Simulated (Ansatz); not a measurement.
Geometry optimisation, Ansatz, DFT PBE-D3(BJ), scalar-relativistic, plane waves, PAW.

Input file:

```yaml
crystal:
  lattice:
    - [5.727565, 0.0, 0.0]
    - [2.863782, 4.960217, 0.0]
    - [0.0, 0.0, 20.014806]
  atoms:
    - { symbol: Al, position: [0.0, 0.0, 0.049963] }
    - { symbol: Al, position: [0.5, 0.0, 0.049963] }
    - { symbol: Al, position: [0.0, 0.5, 0.049963] }
    - { symbol: Al, position: [0.5, 0.5, 0.049963] }
    - { symbol: Al, position: [0.1666667, 0.1666667, 0.16679] }
    - { symbol: Al, position: [0.6666667, 0.1666667, 0.16679] }
    - { symbol: Al, position: [0.1666667, 0.6666667, 0.16679] }
    - { symbol: Al, position: [0.6666667, 0.6666667, 0.16679] }
    - { symbol: Al, position: [-0.1666667, 0.3333333, 0.2836169] }
    - { symbol: Al, position: [0.3333333, 0.3333333, 0.2836169] }
    - { symbol: Al, position: [-0.1666667, 0.8333333, 0.2836169] }
    - { symbol: Al, position: [0.3333333, 0.8333333, 0.2836169] }
    - { symbol: Al, position: [0.0, 0.0, 0.4004438] }
    - { symbol: Al, position: [0.5, 0.0, 0.4004438] }
    - { symbol: Al, position: [0.0, 0.5, 0.4004438] }
    - { symbol: Al, position: [0.5, 0.5, 0.4004438] }
    - { symbol: C, position: [0.4800453, 0.0070253, 0.5423388] }
    - { symbol: H, position: [0.3367078, -0.0514227, 0.5243521] }
    - { symbol: H, position: [0.6822339, -0.1356403, 0.5243521] }
    - { symbol: H, position: [0.4225857, 0.2087064, 0.5243521] }
    - { symbol: H, position: [0.4800453, 0.0070253, 0.5967985] }
basis:
  ecutwfc: 420.0
kpoints:
  mp_grid: { grid: [4, 4, 1] }
hamiltonian:
  xc: pbe
  dispersion: d3bj
scf:
  occupations: { method: gaussian, width: 0.15 }
  lower_state_search: "off"
relax:
  f_tol: 0.03
  max_steps: 60
  adjacent_minimum: "off"
  constraints: [{ sites: [0, 1, 2, 3] }]
output:
  write_density: true
  write_potential: true
  elf: true
  volumetric_format: npy
```

Command:

```bash
$ ansatz run input.yaml --threads 2 --pin off --max-ram 5120MiB --backend cpu --events-out ev --progress --plain --runs-dir out
```

Task: Where does it end, and by what steps?

Result: The run converged. The force dipped under the threshold on the way, but the program's further checks kept it going. Limits of this set-up: coarse k mesh, slab without dipole correction, a typed lattice constant that wasn't relaxed here. After 7 steps the energy has fallen by 0.275 eV; H21 moved furthest, 0.61 Å.

```tsv
step	energy less start (eV)	largest force component (eV/Å)	accepted
0	0.0000	0.467	yes
1	-0.1846	0.372	yes
2	-0.2574	0.105	yes
3	-0.2697	0.025	yes
4	-0.2735	0.034	yes
5	-0.2745	0.034	yes
6	-0.2746	0.017	yes
7	-0.2746	0.017	yes
```

```xyz
21
Lattice="5.7276 0.0000 0.0000 2.8638 4.9602 0.0000 0.0000 0.0000 20.0148" Properties=species:S:1:pos:R:3
Al 0.000 0.000 1.000
Al 2.864 0.000 1.000
Al 1.432 2.480 1.000
Al 4.296 2.480 1.000
Al 1.432 0.827 3.320
Al 4.295 0.827 3.321
Al 2.863 3.307 3.321
Al 5.727 3.307 3.321
Al -0.001 1.654 5.555
Al 2.863 1.655 5.551
Al 1.433 4.133 5.551
Al 4.293 4.133 5.551
Al -0.002 0.000 7.879
Al 2.863 0.000 7.857
Al 1.431 2.480 7.879
Al 4.295 2.481 7.879
C 2.774 0.033 11.454
H 1.768 -0.209 11.092
H 3.483 -0.716 11.084
H 3.065 1.023 11.082
H 2.780 0.036 12.550
```

Whether the end is a true minimum wasn't checked by a vibrational analysis.

Run time: 49 s on 2 threads of Intel(R) Xeon(R) Platinum 8488C (Sapphire Rapids), on a shared host, peak memory 0.9 GiB.
